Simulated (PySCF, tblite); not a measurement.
# C₃H₈NOSi₂ radical: geometry, infrared bands and EPR parameters

Aim: predict the infrared bands and EPR parameters of C₃H₈NOSi₂ radical (`O=C[N][SiH]1C[SiH2]C1`).

Programs: tblite 0.8.0 and PySCF 2.14.0, with density-fitted response routines of our own. Each step states its level of theory. These are calculated values for one molecule in the gas phase, unless marked as measured. Atoms are numbered from 0 throughout.

## Step 1: The starting structure

15 atoms, charge 0, multiplicity 2; geometry from: force field or distance geometry start.

Bonds of the start (Å): O0–C1 1.27, C1–N2 1.40, N2–Si3 1.78, Si3–C4 1.87, C4–Si5 1.87, Si5–C6 1.88, C6–Si3 1.88, C1–H7 1.09, Si3–H8 1.48, C4–H9 1.10, C4–H10 1.09, Si5–H11 1.45, Si5–H12 1.50, C6–H13 1.12, C6–H14 1.11.

## Step 2: Optimising the geometry with GFN2-xTB

Job settings and geometry (Å):

```
{"job": {"kind": "relax", "xc": "GFN2-xTB", "basis": "xTB"}, "charge": 0, "multiplicity": 2}
O      3.565100    -0.907800    -0.220100
C      3.079500     0.162700    -0.707200
N      1.770800     0.113500    -1.210600
Si     0.383100     0.198600    -0.106900
C     -1.116200     1.137800    -0.707100
Si    -2.141800    -0.135600     0.208900
C     -0.717600    -1.325700    -0.086800
H      3.708100     1.051100    -0.689000
H      0.823400     0.556500     1.262100
H     -1.224700     1.017300    -1.793200
H     -1.197200     2.155700    -0.326400
H     -3.394600    -0.504500    -0.419300
H     -2.296300     0.279400     1.645200
H     -0.720300    -1.752200    -1.117200
H     -0.525700    -2.038800     0.739900
```

Command:

```sh
OMP_NUM_THREADS=1 python probes_run.py task.json out
```

This one command runs all jobs of the session in turn.

**Question.** This job is followed by: GFN2-xTB harmonic vibrations, gas phase; UKS B3LYP, pcH-1 on C H N O Si, non-relativistic, mean-field spin-orbit, GIAO. Predict these results of the whole session: strongest single infrared mode (GFN2-xTB); zero-point energy (GFN2-xTB); g(iso) (B3LYP); ⟨S²⟩; largest a(iso) (averaged by class); surface potential, 1st and 99th percentile.

**Answer**, as computed:

| quantity | value |
| --- | --- |
| strongest single infrared mode (GFN2-xTB) | 2254 cm⁻¹, 531 km/mol |
| zero-point energy (GFN2-xTB) | 61.8 kcal/mol |
| g(iso) (B3LYP) | 2.00485 |
| ⟨S²⟩ | 0.758 (exact 0.75) |
| largest a(iso) (averaged by class) | 1H on H7, 154.4 MHz |
| surface potential, 1st and 99th percentile | -1.78 V and 1.51 V |

The optimisation took 125 steps and gained 1.194 eV; among the close pairs (by a distance rule), Si3–C6 changed most, from 1.880 to 1.982 Å. All 39 modes are real, so the xTB geometry is a minimum. The strongest single mode, at 2254 cm⁻¹, moves mainly H12. Unscaled tight-binding wavenumbers are off by several per cent, some by more. Its intensities can rank the bands wrongly. N2 carries the largest spin population, 0.71 e. The isotropic g lies 2.5 ppt above the free-electron value.
